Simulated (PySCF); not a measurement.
**C4H9ClGaN: electronic excitations**

What electronic excitations should C4H9ClGaN (`C#[C][Ga@@-]([NH3+])([Cl])[CH2]C`) show?

Programs: PySCF 2.14.0, with density-fitted response routines of our own. Each step states its level of theory. These are calculated values for one molecule in the gas phase, unless marked as measured. Atoms are numbered from 0 throughout.

## Step 1: The molecule as given

16 atoms, charge 0, multiplicity 1; geometry from: GFN2-xTB.

Bonds of the start (Å): C0–C1 1.21, C1–Ga2 1.98, Ga2–N3 2.25, Ga2–Cl4 2.11, Ga2–C5 2.04, C5–C6 1.53, C0–H7 1.06, N3–H8 1.02, N3–H9 1.02, N3–H10 1.02, C5–H11 1.10, C5–H12 1.10, C6–H13 1.09, C6–H14 1.09, C6–H15 1.09.

## Step 2: Excited states and response: CAM-B3LYP/def2-SVPD

Job settings and geometry (Å):

```
{"job": {"kind": "uv", "xc": "CAM-B3LYP", "basis": "def2-SVPD", "nstates": 8, "ntriplets": 3}, "charge": 0, "multiplicity": 1}
C      2.936937    -1.078755    -0.682813
C      1.923498    -0.422552    -0.683191
Ga     0.249322     0.613316    -0.875692
N      0.567031     1.654277     1.095483
Cl     0.440971     2.312993    -2.106784
C     -1.553389    -0.320040    -0.646912
C     -1.553847    -1.355155     0.481023
H      3.826011    -1.646988    -0.656406
H      1.415985     2.200593     0.958830
H     -0.179131     2.290319     1.367233
H      0.736611     0.997916     1.853628
H     -1.830070    -0.816149    -1.586420
H     -2.333372     0.431839    -0.467619
H     -2.505713    -1.886455     0.522371
H     -1.387794    -0.880170     1.448660
H     -0.760649    -2.086045     0.326248
```

With the program's defaults for keys left out, this is: TDDFT CAM-B3LYP/def2-SVPD, vertical, gas phase, core orbitals frozen in the response.

The run is started by

```sh
> OMP_NUM_THREADS=1 python probes_run.py task.json out
```

One launch serves the whole session: the jobs run in the order shown.

Output:

```text
coarse grid: 61824 points
cycle   1  E = -2597.0713800906  dE = -9.667e-02  |g| = 6.645e-01  |ddm| = 8.350e+00
cycle   2  E = -2597.0872816824  dE = -1.590e-02  |g| = 7.004e-01  |ddm| = 2.557e+00
cycle   3  E = -2597.1593912448  dE = -7.211e-02  |g| = 6.565e-02  |ddm| = 1.198e+00
cycle   4  E = -2597.1599812495  dE = -5.900e-04  |g| = 2.723e-02  |ddm| = 2.005e-01
cycle   5  E = -2597.1601212472  dE = -1.400e-04  |g| = 1.406e-02  |ddm| = 7.572e-02
cycle   6  E = -2597.1601692132  dE = -4.797e-05  |g| = 3.003e-03  |ddm| = 2.782e-02
cycle   7  E = -2597.1601713982  dE = -2.185e-06  |g| = 4.474e-04  |ddm| = 6.274e-03
final grid: 129208 points
cycle   8  E = -2597.1601331745  dE = -1.032e-07  |g| = 3.743e-04  |ddm| = 6.263e-03
cycle   9  E = -2597.1601331802  dE = -5.653e-09  |g| = 3.700e-04  |ddm| = 1.370e-03
cycle  10  E = -2597.1601332134  dE = -3.325e-08  |g| = 4.015e-05  |ddm| = 5.342e-04
cycle  11  E = -2597.1601332138  dE = -3.611e-10  |g| = 1.887e-05  |ddm| = 8.788e-05
converged SCF energy = -2597.1601332138

Static polarisability (au): isotropic 98.591, principal 85.194 102.198 108.382

Singlet excitations
state   eV       nm        f      main configurations
  1   6.0255    205.8   0.00098   H-1->L+1 0.24, H->L+1 0.17, H-1->L+4 0.10
  2   6.3581    195.0   0.01159   H->L 0.22, H-1->L+2 0.12, H-1->L+1 0.12
  3   6.4366    192.6   0.01999   H->L 0.54, H-2->L+1 0.10
  4   6.5251    190.0   0.00560   H-2->L+2 0.20, H-2->L+5 0.20, H-1->L+5 0.13
  5   6.8382    181.3   0.08580   H->L+1 0.64, H-2->L+1 0.12
  6   7.0756    175.2   0.01810   H-1->L 0.66, H-1->L+1 0.09
  7   7.1702    172.9   0.05208   H-2->L 0.66, H-2->L+1 0.08
  8   7.3756    168.1   0.03083   H->L+2 0.62, H-2->L+2 0.10

Triplet excitations (Tamm-Dancoff, eV): 5.1103 5.5269 5.5948
```

Run time: 2.2 min. Hardware: 1 thread of Arm Neoverse N1, shared host; peak memory 1.2 GiB.

Frontier orbitals and where they lie:

| orbital | eV | atoms |
| --- | --- | --- |
| HOMO−3 | -9.92 | Cl4 80 %, Ga2 8 %, N3 6 % |
| HOMO−2 | -9.25 | C1 39 %, C0 38 %, Cl4 8 % |
| HOMO−1 | -9.13 | C1 41 %, C0 40 %, Cl4 10 % |
| HOMO | -8.68 | C5 30 %, Ga2 15 %, Cl4 13 % |
| LUMO | 0.20 | Ga2 31 %, H9 13 %, H10 12 % |
| LUMO+1 | 1.05 | Ga2 35 %, Cl4 17 %, C0 13 % |
| LUMO+2 | 1.51 | C6 15 %, Cl4 13 %, C0 13 % |

With each of the 8 states as a Gaussian band of 0.4 eV half-width at 1/e, the curve within the window shown has maxima at 178 nm (ε 6,100) L/(mol cm). Beyond the last state computed it falls off for lack of states. The curve at chosen wavelengths:

(nm, ε (L/mol/cm)): (162, 1259), (165, 2341), (167, 3188), (170, 4448), (173, 5457), (175, 5895), (178, 6140), (180, 6034), (183, 5544), (186, 4800), (188, 4246), (191, 3425), (194, 2678), (196, 2234), (199, 1651), (202, 1169), (204, 905), (207, 590), (210, 366), (212, 260), (215, 150), (217, 101), (220, 55), (223, 29), (225, 19), (228, 10)

Leading natural transition orbitals of singlet state 5: the hole lies on C5 32 %; Cl4 22 %; Ga2 15 %; the particle on Ga2 28 %; H11 16 %; C1 14 %.

Leading natural transition orbitals of singlet state 1: the hole lies on C0, C1 about 43 % each; the particle on C0, C1 about 27 % each; Ga2 14 %; H7 12 %.

Further results of this job:

| property | computed |
| --- | --- |
| dipole moment (D) | 4.88 |
| polarisability (Å³) | 14.61 |
| HOMO–LUMO gap (eV) | 8.88 |
| −ε(HOMO) (eV) | 8.68 |

Orbitals, density, ELF and potential are computed afterwards from the orbital file.

Frontier orbitals at CAM-B3LYP/def2-SVPD, with the share of their density that lies nearest to each atom:

| orbital | energy (eV) | lies on |
| --- | --- | --- |
| HOMO | -8.68 | C5 30 %; Cl4 14 %; Ga2 13 % |
| LUMO | 0.20 | H9, H10 about 23 % each; H8 18 %; H14 6 % |

ELF in a plane through or near 6 of the atoms.

Values, 10 rows by 14 columns:
```
0.00 0.00 0.00 0.00 0.00 0.00 0.00 0.00 0.00 0.00 0.00 0.00 0.00 0.00
0.00 0.00 0.00 0.00 0.00 0.00 0.01 0.00 0.00 0.00 0.00 0.00 0.00 0.00
0.00 0.00 0.00 0.00 0.17 0.10 0.94 0.92 0.01 0.00 0.00 0.00 0.00 0.00
0.00 0.00 0.00 0.10 0.98 0.88 0.69 0.62 0.01 0.00 0.00 0.00 0.00 0.00
0.00 0.00 0.00 0.00 0.03 0.36 0.71 0.13 0.03 0.11 0.02 0.00 0.00 0.00
0.00 0.00 0.02 0.31 0.44 0.27 0.05 0.02 0.43 0.64 0.70 0.77 0.02 0.00
0.00 0.00 0.13 0.58 0.78 0.66 0.20 0.03 0.98 0.81 0.97 0.99 0.05 0.00
0.00 0.00 0.79 0.98 0.66 0.53 0.08 0.01 0.97 0.74 0.05 0.03 0.00 0.00
0.00 0.00 0.32 0.83 0.16 0.07 0.00 0.00 0.00 0.00 0.00 0.00 0.00 0.00
0.00 0.00 0.00 0.00 0.00 0.00 0.00 0.00 0.00 0.00 0.00 0.00 0.00 0.00
```
The map spans 11.7 Å across and 10.6 Å up, centred on the molecule. Atoms in the plane (x, y in Å): N3 (-0.9, 1.7), C6 (1.9, -0.7), H8 (-1.9, 1.9), H9 (-0.4, 2.5), H13 (3.0, -1.0), H15 (1.3, -1.7).

log10 of the density (e/Å³) in the same plane.

Ten even steps from ' ' (-4.0) to '@' (1.4):
```
                                                        
                                                        
                  ....::::::....                        
              ..::::--======--::..                      
            ..::--====++++++++--::                      
          ..::==++****######**==--....                  
          ..--==**##%%%%%%##**==--::::::....            
          ..::==++**##%%%%**++==--------::::..          
          ..::--==++******++++======++==----::..        
        ..::----====++++++======++******++==--::..      
      ..::--====++++++++======++**######**++==--::      
    ..::--====++******++======++**##@@######++==::..    
    ..::--==++********++======++##########**++==::..    
    ..--==++********++====--==++**##**++++====--..      
    ..--==********++++==------====++====----::..        
    ..::==++++++++====--::::..::------::::....          
      ::--========----::....  ..........                
        ..::::::::::....                                
                                                        
                                                        
```
The map spans 11.7 Å across and 10.6 Å up, centred on the molecule. Atoms in the plane (x, y in Å): N3 (-0.9, 1.7), C6 (1.9, -0.7), H8 (-1.9, 1.9), H9 (-0.4, 2.5), H13 (3.0, -1.0), H15 (1.3, -1.7).

On the surface of density 0.002 e/bohr³ the electrostatic potential runs, from the 1st to the 99th percentile, from -1.17 V near C1 to 2.44 V near H9.

## Step 3: What came out

```
                                quantity                        value
    lowest singlet (CAM-B3LYP/def2-SVPD)  6.03 eV (206 nm), f = 0.001
brightest single state of those computed  state 5, 6.84 eV, f = 0.086
                          lowest triplet                      5.11 eV
   surface potential, 1st and 99th percentile           -1.17 V and 2.44 V
```

In words: The first singlet state (HOMO−1→LUMO+1 0.24, HOMO→LUMO+1 0.17) lies at 6.03 eV and is dark; of the 8 states computed, the strongest absorption comes from state 5 at 6.84 eV. The lowest triplet lies 0.92 eV below the lowest singlet (triplets in Tamm-Dancoff, singlets in full TDDFT).
